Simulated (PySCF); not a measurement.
C2F3H3, in a box:

```
CELL_PARAMETERS angstrom
13.00000 0.00000 0.00000
0.00000 12.00000 0.00000
0.00000 0.00000 13.00000
ATOMIC_POSITIONS crystal
C 0.44673 0.48139 0.54630
C 0.53696 0.50234 0.47744
F 0.62428 0.46135 0.51725
F 0.52447 0.45500 0.38482
F 0.55208 0.61154 0.46158
H 0.46010 0.52116 0.62041
H 0.43730 0.39196 0.55705
H 0.37772 0.51594 0.51111
```

Base run:

| Property | Result |
| --- | --- |
| Program | PySCF 2.14.0 |
| Functional | PBE |
| Potentials or basis | cc-pvdz (all-electron) |
| k mesh | 1 × 1 × 1 |
| Occupations | fixed |
| Spin | no spin polarisation |

Its results: gap between the frontier levels 10.06 eV.

Task: After a change of settings the same cell gave: gap between the frontier levels 10.12 eV. Which change was it?
A. functional from PBE to PBEsol0
B. functional from PBE to B97-D; dispersion from none to D3
C. functional from PBE to LDA
D. functional from PBE to RPBE; dispersion from none to D3(BJ)

Result: C.

Caveats: this is a molecule in a periodic box at the Γ point, so its band gap is the HOMO-LUMO gap; the basis of atomic orbitals isn't converged, which shifts pressures, moduli and gaps.
